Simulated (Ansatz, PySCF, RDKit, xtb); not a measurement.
**C4H2F4O: ranking a sample of isomers**

A sample of isomers of C4H2F4O is drawn. Aim: find which of them has the lowest free energy at 298.15 K, then its properties. The sample is small against all isomers, and the most stable one of this formula need not be in it.

The funnel: GFN2-xTB relaxations, single points with a density functional, relaxations at PBE0-D3(BJ)/def2-SVP, harmonic vibrations (at GFN2-xTB), and a last energy at a higher level. All values are calculated.

## 1. Candidates

Isomers were taken from a list of plausible structures; this is a sample, not all of them. That gives 12 candidates.

```
label                 SMILES     spin
 c012     FC1=C(F)C(F)(F)OC1  singlet
 c038  F[C@@H]1C=C1OC(F)(F)F  singlet
 c412     FC(F)(F)OC1(F)C=C1  singlet
 c485    O=C(F)/C=C\C(F)(F)F  singlet
 c736    C=C(F)C(=O)C(F)(F)F  singlet
 c743  FC1=C(OC(F)F)[C@@H]1F  singlet
 c776    C=C(C(=O)F)C(F)(F)F  singlet
 c777  FC(F)=C(F)[C@]1(F)CO1  singlet
 c819   FC1=CO[C@H](F)C1(F)F  singlet
 c921      O=C=C(F)CC(F)(F)F  singlet
 c938  FC1=CC(F)(F)O[C@@H]1F  singlet
 c985    O=C/C(F)=C\C(F)(F)F  singlet
```

Candidates are built by distance geometry, with a force field where one applies, in up to four conformers (letters a to d).

**Question.** With final energies at CCSD(T)/def2-SVP + MP2/def2-TZVPP - MP2/def2-SVP, which structure will this search put lowest in free energy, and by what margin?

| quantity | value |
| --- | --- |
| lowest structure found | C=C(C(=O)F)C(F)(F)F, singlet |
| next finalist | O=C(F)/C=C\C(F)(F)F, singlet, 3.9 kcal/mol higher in G |
| share at equilibrium, among the finalists | 99.9 % |
| dipole moment (PBE0/def2-SVPD) | 3.75 D |
| HOMO energy (PBE0/def2-SVPD) | -9.61 eV |
| LUMO energy (PBE0/def2-SVPD) | -2.72 eV |
| HOMO–LUMO gap (PBE0/def2-SVPD) | 6.89 eV |
| lowest excitation (TD-PBE0/def2-SVPD) | 5.01 eV (f = 0.000) |
| strongest of the states computed, same level | 6.66 eV (f = 0.368) |
| lowest triplet excitation, same level, Tamm-Dancoff | 3.86 eV |
| vertical ionisation energy | 11.79 eV |
| vertical electron affinity | 0.68 eV |
| vertical triplet less singlet | +3.84 eV |

`C=C(C(=O)F)C(F)(F)F` comes out lowest. The margin of 3.9 kcal/mol over the next finalist is beyond the usual error of the last level; it says nothing of structures that weren't ranked. r2SCAN-D4/def2-SVP, PBE0-D3(BJ)/def2-SVP, HF/def2-SVP and MP2/def2-SVP already put its bonding pattern lowest among the structures in one piece; GFN2-xTB and HF/STO-3G favour the singlet FC1=CC(F)(F)O[C@@H]1F. Lowest found is not proven lowest: the search is finite, and each finalist counts with one conformer. Only 12 drawn patterns were tried, so whole families of isomers are missing, and the result ranks this sample alone. The lowest isomer need not be the one that is made and kept in a bottle, which depends on barriers.
